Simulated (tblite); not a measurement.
# ClGeH3: the cost of one run

Programs: tblite 0.8.0 and PySCF 2.14.0. All values are calculated, for the isolated system unless a continuum is named. Atoms count from 0, parts from 1.

## 1. Starting point

5 atoms, charge 0, multiplicity 1; geometry: rigid parts in contact. Parts: 1 = atoms 0–2, `[GeH2]`, charge 0; 2 = atoms 3–4, `Cl`, charge 0.

## 2. Search for minima with GFN2-xTB

What the job is given:

```
{"job": {"kind": "dock", "xc": "GFN2-xTB", "basis": "xTB"}, "charge": 0, "multiplicity": 1, "parts": [{"atoms": "0-2", "charge": 0, "multiplicity": 1}, {"atoms": "3-4", "charge": 0, "multiplicity": 1}]}
Ge     0.000852     0.780816     0.015122
H     -1.101522    -0.388818    -0.007999
H      1.100670    -0.391999    -0.007124
Cl    -2.636989     0.903608    -2.017640
H     -2.508159    -0.212590    -2.624535
```

Level: GFN2-xTB search for minima from random contacts, gas phase.

The run is started by

```bash
$ OMP_NUM_THREADS=1 python cluster_run.py task.json out
```

This one command runs all jobs of the session in turn.

**Question.** How long does this first job take on 1 thread of Intel Xeon at 2.70GHz, shared host?

About 3.4 s.
